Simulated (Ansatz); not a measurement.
# Cl2H2Sn: the cost of one run

Method: RKS B3LYP/def2-SVP, in Ansatz 0.2.0.

## Step 1: The system as given

Bond lengths: Sn1–Cl2 2.610 Å, Sn1–H3 1.940 Å, Sn1–H4 1.739 Å, Sn1–Cl5 2.408 Å. Angles: Cl2–Sn1–H3 45.6°, Cl2–Sn1–H4 123.0°, Cl2–Sn1–Cl5 123.0°, H3–Sn1–H4 121.2°, H3–Sn1–Cl5 121.2°, H4–Sn1–Cl5 109.5°.

Coordinates:

```xyz
5

Sn    0.0000    0.0000    0.0000
Cl    1.5152    0.0000    2.1251
H     1.9164    0.0000    0.3021
H    -0.8195    1.4198   -0.5794
Cl   -1.1351   -1.9666   -0.8025
```

## Step 2: Pulling towards end A

Springs on the bonds that form and break draw the guess towards this end; the thresholds are loose.

input.yaml

```yaml
crystal:
  periodic: [false, false, false]
  atoms:
    - { symbol: Sn, position_ang: [0.0, 0.0, 0.0] }
    - { symbol: Cl, position_ang: [1.5152, 0.0, 2.1251] }
    - { symbol: H, position_ang: [1.9164, 0.0, 0.3021] }
    - { symbol: H, position_ang: [-0.8195, 1.4198, -0.5794] }
    - { symbol: Cl, position_ang: [-1.1351, -1.9666, -0.8025] }
basis:
  gaussian: { orbitals: def2-SVP }
hamiltonian:
  xc: b3lyp
relax:
  f_tol: 0.15
  max_steps: 25
  restrain:
    - { distance: [1, 2], at: 2.57, k: 30.0 }
    - { distance: [0, 1], at: 2.41, k: 30.0 }
    - { distance: [0, 2], at: 1.74, k: 30.0 }
```

Started as:

```
ansatz run input.yaml --threads 1 --pin off --max-ram 2048MiB --backend cpu --events-out ev --progress --plain --runs-dir out
```

Q: Estimate wall time and peak memory on 1 thread of AMD EPYC 9R45 (Zen 5), shared host.

About 8 s, with a peak of 0.17 GiB.
